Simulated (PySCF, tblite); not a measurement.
**C5H9FGeS: geometry, infrared bands and NMR shifts**

What infrared bands and NMR shifts should C5H9FGeS (`[CH3][Ge@@H]1[S]C=C[C@H]1CF`) show?

Computed with tblite 0.8.0 and PySCF 2.14.0, with density-fitted response routines of our own, on a single molecule in the gas phase. Atoms count from 0, in the outputs and in this text.

### Step 1. Starting geometry

17 atoms, charge 0, multiplicity 1; geometry from: force field or distance geometry start.

Bonds of the start (Å): C0–Ge1 1.95, Ge1–S2 2.18, S2–C3 1.82, C3–C4 1.36, C4–C5 1.49, C5–C6 1.52, C6–F7 1.38, C5–Ge1 1.93, C0–H8 1.11, C0–H9 1.12, C0–H10 1.11, Ge1–H11 1.56, C3–H12 1.07, C4–H13 1.08, C5–H14 1.12, C6–H15 1.12, C6–H16 1.11.

### Step 2. Geometry optimisation with GFN2-xTB

Job settings and geometry (Å):

```
{"job": {"kind": "relax", "xc": "GFN2-xTB", "basis": "xTB"}, "charge": 0, "multiplicity": 1}
C      2.308600     0.362700     1.091900
Ge     1.037600    -0.592500    -0.043700
S      1.170200     0.138400    -2.096600
C     -0.301400     1.167600    -1.822700
C     -1.084700     0.998600    -0.726600
C     -0.764900    -0.015400     0.321500
C     -1.726800    -1.191900     0.260200
F     -3.007500    -0.765200     0.550000
H      3.341300     0.112000     0.787800
H      2.140300     0.072500     2.155900
H      2.130700     1.454800     0.979400
H      1.209100    -2.137700     0.062000
H     -0.546300     1.935600    -2.525300
H     -1.961700     1.621700    -0.620700
H     -0.802700     0.468300     1.329600
H     -1.438000    -1.957100     1.028200
H     -1.710600    -1.660200    -0.740800
```

Launch:

```
OMP_NUM_THREADS=1 python probes_run.py task.json out
```

The driver reads the jobs from task.json and runs them one after another.

**Question.** This job is followed by: GFN2-xTB harmonic vibrations, gas phase; GIAO PBE0/pcSseg-1 NMR shielding, non-relativistic, gas phase. Predict these results of the whole session: strongest single infrared mode (GFN2-xTB); zero-point energy (GFN2-xTB); ¹³C shifts against TMS (PBE0/pcSseg-1); ¹H shifts against TMS (PBE0/pcSseg-1, means over atoms taken as alike); ⁷³Ge shifts against GeMe4 (PBE0/pcSseg-1); ³³S shifts against CS2 (PBE0/pcSseg-1); ¹⁹F shifts against CFCl3 (PBE0/pcSseg-1); surface potential, 1st and 99th percentile.

**Answer**, as computed:

| quantity | value |
| --- | --- |
| strongest single infrared mode (GFN2-xTB) | 1825 cm⁻¹, 415 km/mol |
| zero-point energy (GFN2-xTB) | 76.9 kcal/mol |
| ¹³C shifts against TMS (PBE0/pcSseg-1) | 136.0, 132.2, 88.6, 47.3, 3.3 ppm |
| ¹H shifts against TMS (PBE0/pcSseg-1, means over atoms taken as alike) | 6.45, 6.11, 5.35, 4.79, 4.48, 3.04, 0.68 ppm |
| ⁷³Ge shifts against GeMe4 (PBE0/pcSseg-1) | 28 ppm |
| ³³S shifts against CS2 (PBE0/pcSseg-1) | -77 ppm |
| ¹⁹F shifts against CFCl3 (PBE0/pcSseg-1) | -225.4 ppm |
| surface potential, 1st and 99th percentile | -1.02 V and 1.27 V |

**Reading.** Relaxing lowered the energy by 0.288 eV in 92 steps; the close pair that moved most is Ge1–C5, from 1.928 to 2.014 Å. No mode is imaginary among the 45: a minimum at this level. The strongest single mode, at 1825 cm⁻¹, moves mainly H11. Unscaled tight-binding wavenumbers are off by several per cent, some by more. Its intensities can rank the bands wrongly. At PBE0/pcSseg-1: The largest span, 438 ppm, is at S2, where the paramagnetic term is -477 ppm. Spin-orbit coupling is left out, which matters for shieldings and couplings at and beside the heavy atoms.
